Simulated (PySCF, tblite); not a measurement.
**C6H11ClOSi: geometry, infrared bands, NMR shifts and electronic excitations**

What infrared bands, NMR shifts and electronic excitations should C6H11ClOSi (`C=CC[C@@H]1CCO[Si@H]1Cl`) show?

Computed with tblite 0.8.0 and PySCF 2.14.0, with density-fitted response routines of our own, on a single molecule in the gas phase. Atoms are numbered from 0 throughout.

## Step 1: The molecule as given

20 atoms, charge 0, multiplicity 1; geometry from: force field or distance geometry start.

Bonds of the start (Å): C0–C1 1.36, C1–C2 1.47, C2–C3 1.51, C3–C4 1.52, C4–C5 1.50, C5–O6 1.37, O6–Si7 1.73, Si7–Cl8 2.07, Si7–C3 1.89, C0–H9 1.10, C0–H10 1.10, C1–H11 1.11, C2–H12 1.11, C2–H13 1.11, C3–H14 1.10, C4–H15 1.09, C4–H16 1.12, C5–H17 1.12, C5–H18 1.11, Si7–H19 1.46.

## Step 2: Relaxing the molecule with GFN2-xTB

The job: settings as JSON, then the geometry in Å.

```
{"job": {"kind": "relax", "xc": "GFN2-xTB", "basis": "xTB"}, "charge": 0, "multiplicity": 1}
C      3.285900     0.046200    -0.005600
C      2.076300     0.570000     0.332900
C      0.975600     0.432300    -0.635000
C     -0.157600    -0.343900    -0.003900
C     -1.317500    -0.501400    -0.974700
C     -2.558600    -0.726700    -0.165700
O     -2.661000     0.234000     0.808300
Si    -1.063500     0.693700     1.286900
Cl    -0.586000     0.163400     3.231600
H      4.126200     0.121400     0.695800
H      3.400000    -0.447300    -0.983300
H      1.944400     1.056900     1.316700
H      0.626600     1.405600    -1.046200
H      1.355300    -0.179000    -1.475800
H      0.137500    -1.325400     0.392900
H     -1.428300     0.427900    -1.538300
H     -1.122500    -1.387500    -1.628600
H     -3.425500    -0.597800    -0.859800
H     -2.650600    -1.756400     0.241600
H     -0.961900     2.124700     1.007400
```

Started as:

```sh
$ OMP_NUM_THREADS=1 python probes_run.py task.json out
```

This one command runs all jobs of the session in turn.

**Question.** This job is followed by: GFN2-xTB harmonic vibrations, gas phase; PBE0-D3(BJ)/def2-SVP geometry optimisation, gas phase; GIAO PBE0/pcSseg-1 NMR shielding, non-relativistic, gas phase; TDDFT CAM-B3LYP/def2-SVPD, vertical, gas phase, core orbitals frozen in the response; GIAO PBE/pcSseg-1 NMR shielding, non-relativistic, gas phase. Predict these results of the whole session: strongest single infrared mode (GFN2-xTB); zero-point energy (GFN2-xTB); point group; rotational constants (main isotopes); 13C shifts against TMS (PBE0/pcSseg-1); 1H shifts against TMS (PBE0/pcSseg-1); 17O shifts against H2O (PBE0/pcSseg-1); 29Si shifts against TMS (PBE0/pcSseg-1); 35Cl shifts against HCl (PBE0/pcSseg-1); surface potential, 1st and 99th percentile; lowest singlet (CAM-B3LYP/def2-SVPD); brightest single state of those computed; lowest triplet; vertical ionisation energy (ΔSCF); range of the shift of Cl8.

As calculated:

| quantity | value |
| --- | --- |
| strongest single infrared mode (GFN2-xTB) | 698 cm⁻¹, 273 km/mol |
| zero-point energy (GFN2-xTB) | 98.9 kcal/mol |
| point group | C1 |
| rotational constants (main isotopes) | 1.42, 0.90, 0.60 GHz |
| 13C shifts against TMS (PBE0/pcSseg-1) | 147.5, 123.4, 68.9, 38.4, 37.8, 33.2 ppm |
| 1H shifts against TMS (PBE0/pcSseg-1) | 5.94, 5.45, 5.44, 5.31, 4.10, 3.91, 2.25, 2.08, 1.90, 1.50, 0.97 ppm |
| 17O shifts against H2O (PBE0/pcSseg-1) | 84.1 ppm |
| 29Si shifts against TMS (PBE0/pcSseg-1) | 28.1 ppm |
| 35Cl shifts against HCl (PBE0/pcSseg-1) | 62 ppm |
| surface potential, 1st and 99th percentile | -1.28 V and 0.98 V |
| lowest singlet (CAM-B3LYP/def2-SVPD) | 7.35 eV (169 nm), f = 0.040 |
| brightest single state of those computed | state 2, 7.42 eV, f = 0.484 |
| lowest triplet | 4.37 eV |
| vertical ionisation energy (ΔSCF) | 9.81 eV |
| range of the shift of Cl8 | 62 to 83 ppm |

Over 73 steps the energy fell by 0.594 eV; of the close pairs, O6–Si7 changed most, 1.730 to 1.632 Å (GFN2-xTB). All 54 modes are real, so the xTB geometry is a minimum. The strongest single mode, at 698 cm⁻¹, moves mainly H19. Unscaled tight-binding wavenumbers are off by several per cent, some by more. Its intensities can rank the bands wrongly. The optimisation took 8 steps and gained 0.261 eV; among the close pairs (by a distance rule), Si7–Cl8 changed most, from 2.023 to 2.068 Å (PBE0/def2-SVP). The most deshielded carbon is C1 (alkene CH), at 147.5 ppm: as expected for a trigonal carbon in a double bond. The most deshielded hydrogen is H11 (hydrogen on an alkene CH), at 5.94 ppm: olefinic region. The lowest singlet, at 7.35 eV, is HOMO→LUMO+3 0.53, HOMO→LUMO+1 0.17 and is weak; of the 10 states computed, the strongest absorption comes from state 2 at 7.42 eV. The lowest triplet lies 2.98 eV below the lowest singlet (triplets in Tamm-Dancoff, singlets in full TDDFT). ΔSCF puts the ionisation energy at 9.81 eV, 0.82 eV above −ε(HOMO). In ppm, Cl8 moves most: its shift spreads over 21 ppm, from 62 (PBE0/pcSseg-1) to 83 (PBE/pcSseg-1).
